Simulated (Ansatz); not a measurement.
# C2H5NO2Si: the cost of one run

Method: RKS r2SCANh/def2-SVP, in Ansatz 0.2.0.

**1. The structure to begin with**

Bond lengths: C1–Si2 1.819 Å, Si2–O3 1.609 Å, Si2–N4 1.673 Å, N4–C5 1.297 Å, Si2–O6 1.647 Å, C5–O6 1.379 Å, C1–H7 1.043 Å, C1–H8 1.105 Å, C1–H9 1.142 Å, O3–H10 1.006 Å, C5–H11 1.078 Å. Angles (14 of 18 angles, heavy atoms first): C1–Si2–O3 118.6°, C1–Si2–N4 114.0°, C1–Si2–O6 121.1°, O3–Si2–N4 106.2°, O3–Si2–O6 111.3°, N4–Si2–O6 77.6°, Si2–N4–C5 91.1°, N4–C5–O6 101.9°, Si2–O6–C5 89.4°, Si2–C1–H7 113.6°, Si2–C1–H8 107.7°, Si2–C1–H9 111.1°, Si2–O3–H10 117.4°, N4–C5–H11 139.8°.

Coordinates:

```xyz
11

C    -0.3846   -0.9552    1.2867
Si    0.3485    0.0522   -0.0388
O     1.9507    0.1845   -0.1082
N    -0.1512   -0.3768   -1.5771
C    -0.6934    0.7886   -1.7528
O    -0.3884    1.4267   -0.5684
H    -0.0289   -1.9354    1.3106
H    -1.4802   -0.9554    1.1407
H    -0.2490   -0.4564    2.3046
H     2.3892    0.8345    0.5218
H    -1.2473    1.3357   -2.4985
```

**2. Relaxing end A**

Input file input.yaml:

```yaml
crystal:
  periodic: [false, false, false]
  atoms:
    - { symbol: C, position_ang: [-0.3846, -0.9552, 1.2867] }
    - { symbol: Si, position_ang: [0.3485, 0.0522, -0.0388] }
    - { symbol: O, position_ang: [1.9507, 0.1845, -0.1082] }
    - { symbol: "N", position_ang: [-0.1512, -0.3768, -1.5771] }
    - { symbol: C, position_ang: [-0.6934, 0.7886, -1.7528] }
    - { symbol: O, position_ang: [-0.3884, 1.4267, -0.5684] }
    - { symbol: H, position_ang: [-0.0289, -1.9354, 1.3106] }
    - { symbol: H, position_ang: [-1.4802, -0.9554, 1.1407] }
    - { symbol: H, position_ang: [-0.249, -0.4564, 2.3046] }
    - { symbol: H, position_ang: [2.3892, 0.8345, 0.5218] }
    - { symbol: H, position_ang: [-1.2473, 1.3357, -2.4985] }
basis:
  gaussian: { orbitals: def2-SVP }
hamiltonian:
  xc: r2scanh
relax:
  f_tol: 0.015
  max_steps: 40
output:
  orbitals: {}
```

Launch:

```
ansatz run input.yaml --threads 2 --pin off --max-ram 3072MiB --backend cpu --events-out ev --progress --plain --runs-dir out
```

What time and memory should one allow on 2 threads of Arm Neoverse V1, shared host?

About 86 s, with a peak of 0.29 GiB.
